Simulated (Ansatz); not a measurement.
Born–Oppenheimer molecular dynamics of a periodic cell of 20 atoms, KMg₃AlGe₃O₁₀F₂ (host KMg3AlGe3O10F2, host structure P1). It starts from an unrelaxed structure (largest force component 0.95 eV/Å).

Method: DFT r2SCAN, scalar-relativistic, plane waves, PAW (Ansatz). Settings: accuracy low, cutoff 500 eV, k mesh 2x2x1, fermi-dirac smearing 0.05 eV, no spin polarisation.

```yaml
ensemble: NVT, Langevin thermostat
time_step: 1 fs
steps_asked: 120
set_temperature: 900 K
friction: 0.05 /fs
seed: 583319
```

First frame:

```xyz
20
Lattice="5.5750 0.0000 0.0000 2.7866 4.8299 0.0000 0.8968 1.6054 10.7318" Properties=species:S:1:pos:R:3
K 2.292 4.021 10.481
Mg 5.994 4.035 5.465
Mg 3.227 2.378 5.462
Mg 0.483 0.831 5.462
Al 5.085 5.628 8.284
Ge 5.082 2.410 8.334
Ge 4.179 0.803 2.480
Ge 4.174 4.017 2.478
O 3.438 2.036 8.930
O 5.582 4.021 8.931
O 5.785 4.453 1.760
O 3.742 2.409 1.750
O 5.096 5.624 6.471
O 5.079 2.412 6.489
O 4.182 0.813 4.259
O 4.167 4.008 4.257
O 3.442 6.001 8.922
O 0.213 0.371 1.754
F 2.314 4.037 6.324
F 6.933 2.432 4.393
```

(1) What does the run give?

(2) What happens to the structure?

(3) How do temperature and energy run in time?

Results:

(1) The run went to its last step.

- steps done: 120
- time covered: 120 fs
- mean temperature over the second half: 845 K
- spread of the potential energy over the second half: 9.0 meV per atom
- mean potential energy of the second half above the start: 72.2 meV per atom

A run of 0.12 ps of so small a system gives no equilibrium averages. Limits of this set-up: coarse k mesh, low accuracy level.

(2) Mean squared displacements from the first frame to the last, about the centre of mass: K 0.03 Å², Mg 0.02 Å², Al 0.01 Å², Ge 0.04 Å², O 0.08 Å², F 0.12 Å². Another seed would give other details.

(3) 
```csv
time (fs),T (K),potential energy less start (eV)
0,855,0.000
6,676,0.344
12,500,0.852
18,704,1.089
24,962,1.096
30,880,1.285
36,758,1.135
42,984,0.498
48,1029,0.276
54,905,0.538
60,824,1.092
66,583,1.618
72,812,1.659
78,883,1.279
84,987,1.271
90,1061,1.488
96,863,1.409
102,924,1.286
108,910,1.264
114,842,1.613
120,639,1.809
```

The run took 20 min on 2 threads of Intel(R) Xeon(R) Platinum 8259CL CPU @ 2.50GHz (Skylake/Cascade Lake), with other jobs on the host, peak memory 1.2 GiB.
